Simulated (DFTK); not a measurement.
# TaCo (Pm-3m) in DFTK: reference runs

How does TaCo come out in PBEsol? The cell is run as given.

All numbers are computed with DFTK 0.8.2; they aren't measurements. Logs are shortened: lines on timing, memory, paths and dates and some standing lists are left out, and cuts for length are marked.

### Step 1. The crystal as given

The structure is cubic, space group Pm-3m (No. 221). Conventional cell: a = 3.068 Å, b = 3.068 Å, c = 3.068 Å, α = 90.00°, β = 90.00°, γ = 90.00°. Around Ta (site symmetry m-3m) lie 8 Co at 2.66 Å. Co (site symmetry m-3m) is surrounded by 8 Ta at 2.66 Å.

The cell comes from a database or a generator and needn't be the stable form of this composition.

### Step 2. Single point, PBEsol, collinear spin, ferromagnetic start

run.jl

```julia
using DFTK
using PseudoPotentialData
using Unitful, UnitfulAtomic
using LinearAlgebra, Printf
include("save.jl")
disable_threading()

# lattice vectors are the columns
lattice = austrip(1u"Å") * [      3.068399            0.0            0.0;
                      0.0       3.068399            0.0;
                      0.0            0.0       3.068399]
symbols   = [:Ta, :Co]
positions = [[0.0, 0.0, 0.0],
             [0.5, 0.5, 0.5]]
pseudopotentials = PseudoFamily("dojo.nc.sr.pbesol.v0_4_1.standard.upf")
elements = Dict(s => ElementPsp(s, pseudopotentials) for s in unique(symbols))
atoms    = [elements[s] for s in symbols]
magnetic_moments = [0.0, 2.0]

build_model(lattice, positions; symmetries=true) =
    model_DFT(lattice, atoms, positions;
              functionals=PBEsol(),
              magnetic_moments,
              spin_polarization=:collinear,
              temperature=austrip(0.05u"eV"),
              smearing=Smearing.FermiDirac(),
              symmetries)
Ecut  = 48.0  # hartree
kgrid = [9, 9, 9]
tol   = 1e-6
to_GPa = ustrip(uconvert(u"GPa", 1u"hartree/bohr^3"))

model = build_model(lattice, positions)
basis = PlaneWaveBasis(model; Ecut, kgrid)
display(basis)
scfres = self_consistent_field(basis;
                               tol,
                               ρ=guess_density(basis, magnetic_moments),
                               nbandsalg=AdaptiveBands(model; n_bands_converge=21))
display(scfres.energies)
@printf "Fermi level: %.6f eV\n" ustrip(auconvert(u"eV", something(scfres.εF, NaN)))
forces = compute_forces_cart(scfres)
println("Forces (eV/Å)")
for (s, f) in zip(symbols, forces)
    @printf "%-3s %12.6f %12.6f %12.6f\n" s ustrip.(auconvert.(u"eV/Å", f))...
end
stress = compute_stresses_cart(scfres)
println("Stress (GPa)")
display(round.(stress * to_GPa; digits=4))
@printf "Total moment: %.4f μB\n" sum(spin_density(scfres.ρ)) * scfres.basis.dvol
println("Levels at the first k-point (eV): ", round.(ustrip.(auconvert.(u"eV", scfres.eigenvalues[1][1:scfres.n_bands_converge])); digits=4))
save_scf!(scfres; forces, stress)
```

Potentials or basis: dojo.nc.sr.pbesol.v0_4_1.standard.upf (PBEsol).

On the command line:

```bash
$ julia --threads=1 run.jl  # save.jl only writes the numbers to a file and isn't shown; printed stress counts tension as positive; times include loading and compiling
```

Output:

```text
PlaneWaveBasis discretization:

    Ecut                 : 48.0 Ha
    fft_size             : (40, 40, 40), 64000 total points
    kgrid                : MonkhorstPack([9, 9, 9])
    num.   red. kpoints  : 729
    num. irred. kpoints  : 35

    Discretized Model(gga_x_pbe_sol+gga_c_pbe_sol, 3D):
        lattice (in Bohr)    : [5.79843   , 0         , 0         ]
                               [0         , 5.79843   , 0         ]
                               [0         , 0         , 5.79843   ]
        unit cell volume     : 194.95 Bohr³

        atoms                : CoTa
        pseudopot. family    : PseudoFamily("dojo.nc.sr.pbesol.v0_4_1.standard.upf")

        num. electrons       : 30
        spin polarization    : collinear
        temperature          : 0.0018375 Ha
        smearing             : DFTK.Smearing.FermiDirac()

        terms                : Kinetic()
                               AtomicLocal()
                               AtomicNonlocal()
                               Ewald(nothing)
                               PspCorrection()
                               Hartree()
                               Xc(gga_x_pbe_sol, gga_c_pbe_sol)
                               Entropy()
n     Energy            log10(ΔE)   log10(Δρ)   Magnet   |Magn|   Diag   Δtime
---   ---------------   ---------   ---------   ------   ------   ----   ------
  1   -217.8235961038                   -0.54    0.850    0.904    4.4    15.0s
  2   -217.9086401566       -1.07       -1.07    1.010    1.031    1.7    7.99s
  3   -217.9150966005       -2.19       -1.36    1.138    1.151    3.0    10.5s
  4   -217.9164484533       -2.87       -1.59    1.288    1.300    2.0    9.36s
  5   -217.9167943037       -3.46       -1.77    1.476    1.489    1.2    6.74s
  6   -217.9170066582       -3.67       -2.01    1.648    1.663    1.5    8.46s
  7   -217.9170564317       -4.30       -2.43    1.681    1.697    1.1    8.83s
  8   -217.9170593991       -5.53       -2.70    1.687    1.702    2.0    10.1s
  9   -217.9170600848       -6.16       -3.26    1.692    1.708    1.6    9.66s
 10   -217.9170601706       -7.07       -3.38    1.688    1.704    2.1    8.31s
 11   -217.9170602165       -7.34       -3.79    1.691    1.707    1.4    8.91s
 12   -217.9170602218       -8.28       -4.06    1.690    1.706    1.5    9.18s
 13   -217.9170602251       -8.48       -4.95    1.690    1.706    1.7    8.68s
 14   -217.9170602254       -9.58       -5.30    1.690    1.706    3.2    10.3s
 15   -217.9170602254      -10.73       -5.79    1.690    1.706    1.8    9.36s
 16   -217.9170602254   +  -11.28       -6.42    1.690    1.706    2.1    8.19s
Energy breakdown (in Ha):
    Kinetic             84.6784763
    AtomicLocal         -160.4481969
    AtomicNonlocal      -14.3362766
    Ewald               -142.6193706
    PspCorrection       6.2323855
    Hartree             51.0770075
    Xc                  -42.5005227
    Entropy             -0.0005627

    total               -217.917060225373
Fermi level: 13.518035 eV
Forces (eV/Å)
Ta      0.000000    -0.000000    -0.000000
Co     -0.000000    -0.000000    -0.000000
Stress (GPa)
3×3 StaticArraysCore.SMatrix{3, 3, Float64, 9} with indices SOneTo(3)×SOneTo(3):
 5.8245  0.0     0.0
 0.0     5.8245  0.0
 0.0     0.0     5.8245
Total moment: 1.6901 μB
Levels at the first k-point (eV): [-82.2647, -54.5571, -45.7134, -45.7134, -45.7134, -20.864, -20.864, -20.864, 4.4426, 8.4262, 8.4262, 11.1233, 11.1233, 11.1233, 13.3217, 13.3217, 17.5412, 17.5412, 17.5412, 21.4224, 21.4224]
```

It took 4.6 min on 1 thread of Intel Xeon Platinum 8488C (Sapphire Rapids), shared host; peak memory 2.2 GiB.

What came out:

```yaml
Free_energy: -5929.8253 eV
Pressure: -5.8 GPa
Band_gap_on_the_k_mesh: none (metal or under the smearing width)
Net_moment: 1.69 μB per cell
Absolute_moment: 1.71 μB per cell
Site_moments: Ta +0.27; Co +1.42 μB
```

Levels at points of the mesh, in eV from the Fermi level:
Spin up:
| k point | band 13 | band 14 | band 15 | band 16 | band 17 | band 18 | band 19 | band 20 |
| --- | --- | --- | --- | --- | --- | --- | --- | --- |
| (0.00, 0.00, 0.00) | -2.39 | -2.39 | -0.20 | -0.20 | 4.02 | 4.02 | 4.02 | 7.90 |
Spin down:
| k point | band 11 | band 12 | band 13 | band 14 | band 15 | band 16 | band 17 | band 18 |
| --- | --- | --- | --- | --- | --- | --- | --- | --- |
| (0.00, 0.00, 0.00) | -4.20 | -1.50 | -1.50 | -1.50 | 1.09 | 1.09 | 4.30 | 4.30 |

The run has no spin-orbit coupling, so splittings on Ta are missing.
